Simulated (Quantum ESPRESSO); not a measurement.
# Ta4NiO11 (P1) in Quantum ESPRESSO: equation of state

How stiff is Ta4NiO11 in PBE, and what volume does it want? The cell is scaled to several volumes.

Everything below comes from runs of Quantum ESPRESSO 7.5. Logs are shortened: lines on timing, memory, paths and dates and some standing lists are left out, and cuts for length are marked.

## Step 1: Starting point

The typed cell holds 16 atoms: a = 5.293 Å, b = 5.336 Å, c = 7.911 Å, α = 90.30°, β = 93.72°, γ = 90.45°.

The cell was built by a generator and needn't be a form met in nature.

## Step 2: Single point, PBE, collinear spin, ferromagnetic start, 13.10 Å³/atom

pw.in reads:

```
&CONTROL
  calculation = 'scf'
  prefix = 'pwscf'
  outdir = './tmp'
  pseudo_dir = './pseudo'
  tprnfor = .true.
  tstress = .true.
  disk_io = 'nowf'
/
&SYSTEM
  ibrav = 0
  nat = 16
  ntyp = 3
  ecutwfc = 55
  ecutrho = 440
  nbnd = 89
  occupations = 'smearing'
  smearing = 'fd'
  degauss = 0.00367493
  nspin = 2
  starting_magnetization(1) = 0
  starting_magnetization(2) = 0.0556
  starting_magnetization(3) = 0
/
&ELECTRONS
  conv_thr = 3.2d-09
  electron_maxstep = 120
  mixing_beta = 0.3
/
ATOMIC_SPECIES
Ta   180.9479 Ta_pbe_v1.uspp.F.UPF
Ni    58.6934 ni_pbe_v1.4.uspp.F.UPF
O     15.9990 O.pbe-n-kjpaw_psl.0.1.UPF
CELL_PARAMETERS angstrom
   5.1848023355   -0.0003134676   -0.0246659782
  -0.0410446580    5.2267678044    0.0229223149
  -0.4664789050   -0.0783570928    7.7349000772
ATOMIC_POSITIONS crystal
Ta     0.5226100000    0.4636400000    0.5184300000
Ta     0.5553200000    0.5316300000    0.9808300000
Ta     0.0233800000    0.9883200000    0.5096100000
Ta     0.0491600000    0.0248400000    0.0168900000
Ni     0.0653800000    0.5799800000    0.2689800000
O      0.9671100000    0.9383400000    0.2389200000
O      0.2100500000    0.2832400000    0.4299000000
O      0.2728700000    0.7199500000    0.0614500000
O      0.3388800000    0.2382000000    0.0368200000
O      0.3066500000    0.7534100000    0.4587400000
O      0.5010300000    0.4485800000    0.7499100000
O      0.7056400000    0.1633200000    0.4873200000
O      0.7330200000    0.8335800000    0.9406000000
O      0.8528400000    0.3649700000    0.0789600000
O      0.8188900000    0.6556100000    0.4758400000
O      0.0771800000    0.0123900000    0.7468000000
K_POINTS automatic
4 4 3 0 0 0
```

Potentials or basis: SSSP 1.3 efficiency PBE.

Started as:

```sh
> OMP_NUM_THREADS=1 mpirun -n 4 pw.x -nk 2 -in pw.in > pw.out
```

pw.out:

```text
This program is part of the open-source Quantum ESPRESSO suite
     for quantum simulation of materials; please cite
         "P. Giannozzi et al., J. Phys.:Condens. Matter 21 395502 (2009);
         "P. Giannozzi et al., J. Phys.:Condens. Matter 29 465901 (2017);
         "P. Giannozzi et al., J. Chem. Phys. 152 154105 (2020);
     in publications or presentations arising from this work. More details at

     file O.pbe-n-kjpaw_psl.0.1.UPF: wavefunction(s)  2P renormalized

     K-points division:     npool     =       2
     Subspace diagonalization in iterative solution of the eigenvalue problem:
     a serial algorithm will be used

     --------------------
     sticks:   dense  smooth     PW     G-vecs:    dense   smooth      PW
     Min        1691     846    241               110171    38966    5865
     Max        1692     847    242               110174    38967    5866
     Sum        3383    1693    483               220345    77933   11731

     Using Slab Decomposition

     bravais-lattice index     =            0
     lattice parameter (alat)  =       9.7980  a.u.
     unit-cell volume          =    1414.2007 (a.u.)^3
     number of atoms/cell      =           16
     number of atomic types    =            3
     number of electrons       =       136.00
     number of Kohn-Sham states=           89
     kinetic-energy cutoff     =      55.0000  Ry
     charge density cutoff     =     440.0000  Ry
     scf convergence threshold =      3.2E-09
     mixing beta               =       0.3000
     number of iterations used =            8  plain     mixing
     Exchange-correlation= SLA  PW   PBX  PBC
                           (   1   4   3   4   0   0   0)

     celldm(1)=   9.797967  celldm(2)=   0.000000  celldm(3)=   0.000000
     celldm(4)=   0.000000  celldm(5)=   0.000000  celldm(6)=   0.000000

     crystal axes: (cart. coord. in units of alat)
               a(1) = (   0.999989  -0.000060  -0.004757 )
               a(2) = (  -0.007916   1.008083   0.004421 )
               a(3) = (  -0.089969  -0.015113   1.491824 )

     reciprocal axes: (cart. coord. in units 2 pi/alat)
               b(1) = (  1.000299  0.007590  0.060403 )
               b(2) = (  0.000108  0.991939  0.010055 )
               b(3) = (  0.003190 -0.002915  0.670483 )

     PseudoPot. # 1 for Ta read from file:
     Ta_pbe_v1.uspp.F.UPF
     Pseudo is Ultrasoft + core correction, Zval = 13.0
     Generated by new atomic code, or converted to UPF format
     Using radial grid of  921 points,  7 beta functions with:
                l(1) =   0
                l(2) =   0
[... 734 lines left out ...]
   -26.2087 -26.1688 -26.1613 -26.1420 -10.6040 -10.1631  -9.9765  -9.6532
    -9.4072  -9.1982  -8.7602  -8.6667  -8.3613  -8.1540  -7.8050   1.9370
     2.0345   2.0915   2.1830   2.3043   2.5198   2.5347   2.8429   2.8975
     3.1214   3.4118   3.6795   3.8941   4.3648   4.5233   4.6598   4.9086
     5.0208   5.3096   5.3852   5.6431   5.8458   6.1238   6.1711   6.3086
     6.4162   6.5430   6.7429   6.8988   7.0355   7.0905   7.1954   7.3061
     8.1828   8.3378   8.4270   9.9260  10.0613  10.9431  11.0886  11.4552
    11.7080  11.8595  12.3318  12.7272  13.1641  13.4510  13.6644  13.7369
    13.9296  14.2246  14.4350  15.2286  15.7157  15.9955  16.1536  16.8286
    17.2063
[... 303 lines left out ...]
   -93.4544 -59.7332 -59.6410 -59.6271 -59.5455 -53.9228 -53.9169 -53.8556
   -26.7428 -26.5187 -26.4629 -26.4310 -26.3794 -26.3269 -26.2901 -26.2304
   -26.2227 -26.1801 -26.1766 -26.1460 -10.2910  -9.9632  -9.7007  -9.5715
    -9.3935  -9.1454  -9.0099  -8.9470  -8.6486  -8.1912  -8.1229   1.8851
     2.0657   2.2570   2.3405   2.5873   2.6600   2.9232   3.0884   3.2930
     3.4988   3.5660   3.8916   4.0817   4.1693   4.4173   4.7069   4.8501
     4.9880   5.1138   5.2823   5.4112   5.6375   5.7950   5.9007   5.9677
     6.1065   6.2995   6.4206   6.4736   6.6929   6.8178   6.9238   7.2335
     8.1619   8.2397   8.3911   9.6959  10.0783  11.3864  11.5576  11.8563
    12.0054  12.3567  12.4496  12.7864  13.0819  13.3444  13.4570  13.7601
    13.9377  14.2669  15.0298  15.3221  15.7364  16.1109  16.6142  16.7495
    17.4282

          k =-0.4991 0.2432 0.1958 (  9727 PWs)   bands (ev):

   -93.4544 -59.7332 -59.6410 -59.6271 -59.5455 -53.9228 -53.9169 -53.8556
   -26.7404 -26.5212 -26.4628 -26.4309 -26.3787 -26.3254 -26.2791 -26.2300
   -26.2156 -26.1850 -26.1773 -26.1620 -10.2793  -9.9048  -9.6970  -9.5832
    -9.3691  -9.1352  -8.9775  -8.8672  -8.6452  -8.4294  -8.1545   1.9158
     2.0264   2.3377   2.4510   2.6555   2.6940   3.0083   3.2198   3.4192
     3.5855   3.7013   3.8502   4.0684   4.1012   4.2153   4.5378   4.6691
     4.7687   5.0892   5.2080   5.4525   5.5159   5.7131   5.8901   6.0844
     6.1794   6.3109   6.4179   6.5806   6.7246   6.8334   6.9246   7.1708
     8.1468   8.2370   8.3600   9.6773  10.0787  11.4590  11.6483  12.0698
    12.1765  12.3873  12.5494  12.7391  13.0796  13.2530  13.3829  13.6849
    13.8459  14.2331  14.5815  15.1863  15.7112  16.2436  16.7451  16.9707
    17.2503
[... 33 lines left out ...]
   -93.4544 -59.7332 -59.6410 -59.6271 -59.5455 -53.9228 -53.9169 -53.8556
   -26.7402 -26.5211 -26.4818 -26.4466 -26.4018 -26.3466 -26.2764 -26.2120
   -26.2005 -26.1751 -26.1547 -26.1487 -10.2992  -9.9602  -9.8492  -9.6641
    -9.5025  -9.0950  -8.8955  -8.8498  -8.4558  -8.4136  -7.9071   1.8647
     1.9443   2.1089   2.2071   2.5369   2.6722   2.8671   3.1383   3.3534
     3.6375   3.8610   4.0017   4.2414   4.3996   4.6451   4.7486   4.8278
     4.9929   5.0834   5.1893   5.2982   5.3986   5.5047   5.6560   5.8545
     6.0052   6.0636   6.3522   6.5199   6.6369   6.7864   6.9352   7.2336
     8.1236   8.1975   8.3767   9.6225  10.0578  11.4175  11.7928  12.2034
    12.3208  12.5756  12.7705  12.9644  13.1994  13.3426  13.4460  13.6442
    14.0025  14.3018  14.4463  15.5248  16.1179  16.3749  16.7061  16.9444
    17.0788

     the Fermi energy is     9.0771 ev

!    total energy              =   -1370.37946490 Ry
     estimated scf accuracy    <          2.1E-09 Ry
     smearing contrib. (-TS)   =      -0.00000023 Ry
     internal energy E=F+TS    =   -1370.37946467 Ry

     The total energy is F=E-TS. E is the sum of the following terms:
     one-electron contribution =    -715.82635505 Ry
     hartree contribution      =     419.71218363 Ry
     xc contribution           =    -286.95987635 Ry
     ewald contribution        =    -682.66737233 Ry
     one-center paw contrib.   =    -104.63804456 Ry

     total magnetization       =     2.00 Bohr mag/cell
     absolute magnetization    =     2.10 Bohr mag/cell

     convergence has been achieved in  17 iterations

     negative rho (up, down):  1.993E-01 1.993E-01

     Forces acting on atoms (cartesian axes, Ry/au):

     atom    1 type  1   force =    -0.00676728    0.00580917   -0.02360650
     atom    2 type  1   force =    -0.00245648   -0.00785662    0.02206822
     atom    3 type  1   force =     0.00563025   -0.00935077   -0.00921356
     atom    4 type  1   force =    -0.00975665    0.01053539   -0.03266354
     atom    5 type  2   force =    -0.00019371   -0.01266282   -0.00412464
     atom    6 type  3   force =    -0.02225783   -0.00214225    0.02739846
[... 8 lines left out ...]
     atom   15 type  3   force =     0.02344016    0.00442727   -0.00610050
     atom   16 type  3   force =     0.00977442    0.00285170    0.03862694

     Total force =     0.111381     Total SCF correction =     0.000115

     Computing stress (Cartesian axis) and pressure

     negative rho (up, down):  1.993E-01 1.993E-01
          total   stress  (Ry/bohr**3)                   (kbar)     P=      147.98
   0.00102778   0.00004164  -0.00001734          151.19        6.13       -2.55
   0.00004164   0.00103544  -0.00002047            6.13      152.32       -3.01
  -0.00001734  -0.00002047   0.00095462           -2.55       -3.01      140.43

=------------------------------------------------------------------------------=
   JOB DONE.
=------------------------------------------------------------------------------=
```

Wall time 8.7 min (4 MPI ranks of Arm Neoverse V1, shared host); peak memory 2.6 GiB.

Results:

```
Free energy                                           : -18644.9625 eV
Pressure                                              : 14.8 GPa
Largest force                                         : 1.027 eV/Å
Band gap on the k mesh                                : 1.16 eV, indirect (least direct gap 1.24 eV)
Net moment                                            : 2.00 μB per cell
Absolute moment                                       : 2.10 μB per cell
Site moments                                          : Ta +0.00; Ni +1.50; O +0.09, +0.04, +0.06, +0.00, +0.07, +0.05 μB
Valence electrons inside the program's atomic spheres : Ta 7.14, 7.13, 7.11, 7.10; Ni 15.34; O 5.11, 5.10, 5.09, 5.16, 5.12, 5.06, 5.05
```

Caveat: negative density in the last step hints at a falsely converged state; spin-orbit coupling is left out, which moves the levels of the heavy elements; an odd mesh through Γ misses points on the zone boundary, where band edges often lie; a cell with one magnetic atom can't hold antiferromagnetic order, which such compounds often take; forces of over 1 eV/Å show positions far from the minimum, so gaps and moduli don't describe the material at rest.

(Part 1 of 2 ends here.)
